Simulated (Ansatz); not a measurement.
## BiTe under changes of volume

One of the cells (33.725 Å³/atom); the others are scaled copies at fixed shape and fractional positions:

```
Bi Te
1.0
     2.42271    1.39875    3.31729
    -2.42271    1.39875    3.31729
     0.00000   -2.79750    3.31729
Bi Te
1 1
Cartesian
  0.0000 0.0000 4.9759
  0.0000 0.0000 0.0000
```

The cell comes from a database or a generator and needn't be the stable form of this composition.

* Program: Ansatz 0.2.0
* Functional: PBE
* Potentials or basis: JTH PAW
* Cutoff: 1800 eV (not typed: the program's choice for these potentials)
* k mesh: 7 × 7 × 7
* Occupations: fermi-dirac, width 0.05 eV
* Spin: no spin polarisation

| volume (Å³/atom) | energy over the lowest point (meV/atom) | pressure (GPa) |
| --- | --- | --- |
| 31.701 | 21.78 | 3.5 |
| 32.376 | 9.60 | 2.3 |
| 33.050 | 2.52 | 1.1 |
| 33.725 | 0.00 | 0.1 |
| 34.399 | 1.57 | -0.8 |
| 35.074 | 6.81 | -1.7 |
| 35.748 | ? | ? |

Question: What does the run at 35.748 Å³/atom give?

Answer: Energy over the lowest point 15.33 meV/atom; pressure -2.4 GPa.

Worked out: A Birch-Murnaghan fit of order 3 (a polynomial in V^(-2/3)) to the other rows has its minimum at 33.79 Å³/atom with B0 = V·E''(V) = 48 GPa and B' = 4.5 at fixed shape and positions, which overstates the stiffness. It gives 15.33 meV/atom at 35.748 Å³/atom, against the run's 15.33, and -dE/dV = -2.4 GPa, against -2.4.

Energies are extrapolated to zero smearing.
